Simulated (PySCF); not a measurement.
# C2H8BP: the cost of one run

Programs: PySCF 2.14.0, with density-fitted response routines of our own. Each step states its level of theory. These are calculated values for one molecule in the gas phase, unless marked as measured. Atoms count from 0, in the outputs and in this text.

### Step 1. The molecule as given

12 atoms, charge 0, multiplicity 1; geometry from: GFN2-xTB.

Bonds of the start (Å): C0–B1 1.58, B1–C2 1.58, B1–P3 1.89, C0–H4 1.09, C0–H5 1.09, C0–H6 1.09, C2–H7 1.09, C2–H8 1.09, C2–H9 1.09, P3–H10 1.38, P3–H11 1.38.

### Step 2. Optimising the geometry at PBE0-D3(BJ)/def2-SVP

What the job is given:

```
{"job": {"xc": "PBE0", "basis": "def2-SVP", "d3": "d3bj", "grid": 1, "kind": "geom"}, "charge": 0, "multiplicity": 1}
C      0.203431     1.519820     0.156137
B      0.085293    -0.026500    -0.124063
C     -1.325906    -0.729780    -0.107472
P      1.613493    -1.014977    -0.642922
H      0.036566     2.051489    -0.782535
H     -0.551377     1.884981     0.849671
H      1.180545     1.834769     0.519184
H     -1.370328    -1.628007    -0.721834
H     -2.137132    -0.068798    -0.408005
H     -1.551856    -1.043851     0.913010
H      2.496890    -0.575443     0.324558
H      1.321580    -2.204387    -0.001756
```

The run is started by

```sh
> OMP_NUM_THREADS=1 python probes_run.py task.json out
```

This one command runs all jobs of the session in turn.

**Question.** How long does this first job take on 1 thread of Arm Neoverse V2, shared host, and how much memory does it need?

About 15 s, with a peak of 0.41 GiB.
